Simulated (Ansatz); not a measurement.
# Mo6F: the cost of one run

Program: Ansatz 0.2.0. Level of theory: DFT PBE+D3(BJ), scalar-relativistic, plane waves, PAW. These are calculated values, not measurements.

The COD entry's cell or inner coordinates are ideal or old and differ from later refinements, so a difference from it is no clean test against experiment.

7 further runs of the same task are left out: 7 set aside as unsound or not needed.

### Step 1. The system as given

The structure is triclinic, space group P1 (No. 1). Conventional cell: a = 4.427 Å, b = 4.427 Å, c = 21.669 Å, α = 90.00°, β = 90.00°, γ = 120.00°. Around Mo (site symmetry 1) lie 4 Mo at 2.67 to 2.71 Å. Mo (site symmetry 1) has 7 Mo at 2.57 to 2.71 Å as nearest neighbours. Around Mo (site symmetry 1) lie 7 Mo at 2.46 to 2.71 Å. Around Mo (site symmetry 1) lie 13 Mo at 2.67 to 3.11 Å. Mo (site symmetry 1) has 7 Mo at 2.57 to 2.68 Å as nearest neighbours. Around Mo (site symmetry 1) lie 4 Mo at 2.46 to 2.68 Å and 1 F at 2.69 Å. Around F (site symmetry 1) lie 1 Mo at 2.69 Å.

Coordinates:

```
Mo F
1.0
     4.42684    0.00000    0.00000
    -2.21342    3.83376    0.00000
     0.00000    0.00000   21.66894
Mo F
6 1
Direct
  0.66667 0.33333 0.18460
  0.33333 0.66667 0.22630
  0.00000 0.00000 0.26800
  0.66667 0.33333 0.30775
  0.33333 0.66667 0.34497
  0.00000 0.00000 0.38160
  0.00000 0.22222 0.49698
```

This is the geometry of the first run shown, built on a cell relaxed beforehand with the same method.

### Step 2. Plan of the line

Atoms count from 1 in the order of the input.

F is moved over the surface cell at a fixed height above a rigid substrate; the origin of the map has the adsorbate above Mo6; the height is held at 2.50 Å.

The axes are (1) position of F7 along the first surface vector, from above Mo6: 9 values from 0.000 to 0.889, periodic; (2) position of F7 along the second surface vector, from above Mo6: 9 values from 0.000 to 0.889, periodic.

Nothing else is relaxed. Points are written as (first, second).

The two vectors of the plane (Å): (4.427, 0.000, 0.000); (-2.213, 3.834, 0.000).

### Step 3. Grid point (0/9, 2/9) of the map's two axes

The cell repeats along c, and a dipole correction in the vacuum removes the field between the copies.

Input file input.yaml:

```yaml
crystal:
  lattice:
    - [4.4268425262, 0.0, 0.0]
    - [-2.2134212631, 3.8337580862, 0.0]
    - [0.0, 0.0, 21.6689391331]
  atoms:
    - { symbol: Mo, position: [0.6666666667, 0.3333333333, 0.1845960236] }
    - { symbol: Mo, position: [0.3333333333, 0.6666666667, 0.2262974396] }
    - { symbol: Mo, position: [0.0, 0.0, 0.2679988557] }
    - { symbol: Mo, position: [0.6666666667, 0.3333333333, 0.3077476805] }
    - { symbol: Mo, position: [0.3333333333, 0.6666666667, 0.344966729] }
    - { symbol: Mo, position: [0.0, 0.0, 0.3816033209] }
    - { symbol: F, position: [0.0, 0.2222222222, 0.4969758356] }
basis:
  ecutwfc: 420
kpoints:
  mp_grid: { grid: [6, 6, 1] }
hamiltonian:
  xc: pbe
  pseudopotentials: { kind: paw, azcp: { folder: soft_1 } }
  dispersion: d3bj
scf:
  occupations: { method: gaussian, width: 0.1 }
output:
  forces: true
  eigenvalues: true
efield:
  axis: 3
  dipole_correction: true
  ramp_width: 0.04
```

The run is started by

```sh
ansatz run input.yaml --threads 1 --pin off --max-ram 3072MiB --backend cpu --events-out ev --progress --plain --runs-dir out
```

Q: Estimate wall time and peak memory on 1 thread of Intel Xeon 6975P-C (Granite Rapids), shared host.

About 27 s, with a peak of 0.68 GiB.
